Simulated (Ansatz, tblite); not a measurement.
# MoBr4: one state, many levels

An exercise on one series of results from a longer session: the logs are not shown, and one member is left open.

The runs use Ansatz 0.2.0, Gaussian basis; as each input shows.

Plan: GFN1-xTB, GFN2-xTB, PBE-D4/def2-TZVP, r2SCAN-D4/def2-TZVP, BHLYP-D4/def2-TZVP, PBE-D4/def2-SVP, PBE0-D4/def2-SVP, MP2/def2-TZVP, RPA/def2-TZVP.

4 further runs of the same task are left out: 1 that didn't finish, 3 set aside as unsound or not needed.

## The relaxed structure

The triplet was relaxed beforehand with PBE-D4/def2-SVP.

5 atoms, charge 0, spin multiplicity 3.

Bond lengths: Mo1–Br2 2.394 Å, Mo1–Br3 2.394 Å, Mo1–Br4 2.394 Å, Mo1–Br5 2.394 Å. Angles: Br2–Mo1–Br3 109.5°, Br2–Mo1–Br4 109.5°, Br2–Mo1–Br5 109.5°, Br3–Mo1–Br4 109.5°, Br3–Mo1–Br5 109.5°, Br4–Mo1–Br5 109.5°.

Formally the metal is d2. Mo takes a core potential in the def2 sets. No spin-orbit coupling is included.

PBE0-D4/def2-TZVP was run before; its log isn't repeated, and its numbers join the tables.

Set-up of the first run:

Tight binding, by tblite at 300 K electronic temperature and without a spin-polarisation term:

```python
tblite.interface.Calculator('GFN1-xTB', numbers, positions, charge=0, uhf=2).singlepoint()
```

Tight binding, by tblite at 300 K electronic temperature and without a spin-polarisation term:

```python
tblite.interface.Calculator('GFN2-xTB', numbers, positions, charge=0, uhf=2).singlepoint()
```

start.molden holds the orbitals of an earlier run on this state, given as this run's starting guess.

Input file in.yaml:

```yaml
crystal:
  periodic: [false, false, false]
  atoms:
    - {symbol: Mo, position_ang: [0.000026, -0.000011, -0.000026]}
    - {symbol: Br, position_ang: [0.010160, -0.015560, 2.394266]}
    - {symbol: Br, position_ang: [2.254061, 0.010396, -0.807644]}
    - {symbol: Br, position_ang: [-1.136567, 1.957516, -0.780576]}
    - {symbol: Br, position_ang: [-1.127689, -1.952351, -0.806030]}
basis:
  gaussian: {orbitals: def2-TZVP, initial_orbitals: start.molden}
magnetization: {spin_polarized: true, initial_magnetization: 2}
hamiltonian: {xc: pbe, dispersion: d4}
scf: {omitted_lower_state_checks: [starts]}
output: {orbitals: {seedname: orbitals}}
```

Command:

```console
ansatz run in.yaml --threads 4 --pin off --events-out ev --progress --plain --max-ram 4787MiB
```

Steps of the session up to this table: PBE-D4/def2-TZVP; r2SCAN-D4/def2-TZVP; BHLYP-D4/def2-TZVP; PBE-D4/def2-SVP; PBE0-D4/def2-SVP; MP2/def2-TZVP; RPA/def2-TZVP.

One table of the session follows, with a row left open; its other results are not shown here.

It belongs to the step «Binding energy». 

```
              level  binding an atom (eV)
       HF/def2-TZVP                     ?
    PBE-D4/def2-SVP                 2.914
   PBE-D4/def2-TZVP                 2.893
r2SCAN-D4/def2-TZVP                 2.753
   PBE0-D4/def2-SVP                 2.669
  PBE0-D4/def2-TZVP                 2.674
 BHLYP-D4/def2-TZVP                 2.497
      RPA/def2-TZVP                 2.343
      MP2/def2-TZVP                 2.710
```

Q: Estimate the row for HF/def2-TZVP from the others.

**Answer.** binding an atom (eV): 1.343. In the column «binding an atom (eV)» it is the lowest.

Caveats from the session: Free atoms were run apart at each level; binding is atoms less cluster, divided by the number of atoms, without zero-point or spin-orbit terms.
